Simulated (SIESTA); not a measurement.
# HfTeSe4: single point with PBEsol

Crystal: HfTeSe4.

```xyz
6
Lattice="6.6269 0.0000 0.0000 0.0000 3.8668 0.0000 -0.0442 0.0000 6.8486" Properties=species:S:1:pos:R:3 pbc="T T T"
Hf   -0.0072    1.9501    3.4361
Te   -0.0181   -0.0132   -0.0200
Se    1.5842   -0.0169    2.3876
Se    5.0621    1.9052    1.2413
Se    1.5948    1.9313    5.5716
Se    5.0512    0.0031    4.4748
```

The cell comes from a database or a generator and needn't be the stable form of this composition.

The cell isn't the ideal one: atoms moved at random, drawn with an rms of 0.05 Å.

```
Program             : SIESTA 5.4.2
Task                : single point
Functional          : PBEsol
Potentials or basis : PseudoDojo 0.4 standard (PBEsol files)
Basis               : DZP (energy shift 0.003 Ry; two zetas on semicore shells)
Grid cutoff         : 800 Ry
Energy shift        : 0.003 Ry
k mesh              : 4 × 7 × 4
Occupations         : fermi-dirac, width 0.05 eV
Spin                : no spin polarisation
```

```
Pressure               : -0.9 GPa
Largest force          : 0.625 eV/Å
Band gap on the k mesh : 0.89 eV, direct
```

Forces on the atoms (eV/Å):
```
Hf   0.365 -0.040 -0.126
Te   0.614 -0.018  0.120
Se  -0.258  0.056 -0.121
Se  -0.504  0.089  0.207
Se   0.016 -0.057 -0.003
Se  -0.235 -0.029 -0.077
```

Stress tensor (GPa, compression positive):
```
-0.92 -0.09 -0.38
-0.09 -0.78  0.06
-0.39  0.06 -0.85
```

Levels at points of the mesh, in eV from the valence-band top:
| k point | band 44 | band 45 | band 46 | band 47 | band 48 | band 49 |
| --- | --- | --- | --- | --- | --- | --- |
| (0.00, 0.00, 0.00) | -0.59 | -0.32 | -0.31 | 1.09 | 1.35 | 1.98 |
| (0.50, 0.00, 0.00) | -1.01 | -0.48 | -0.30 | 1.05 | 1.32 | 2.03 |
| (0.00, 0.00, 0.50) | -0.33 | -0.26 | 0.00 | 0.89 | 1.38 | 1.52 |
| (0.50, 0.00, 0.50) | -1.01 | -0.41 | -0.04 | 1.06 | 1.31 | 1.52 |

It took 2.1 min on 1 thread of Arm Neoverse V1, with other jobs on the host, peak memory 0.66 GiB.

Caveat: short orbitals over semicore shells can move pressures by several GPa; spin-orbit coupling is left out, which moves the levels of the heavy elements; an odd mesh through Γ misses points on the zone boundary, where band edges often lie; the basis of atomic orbitals isn't converged, which shifts pressures, moduli and gaps.
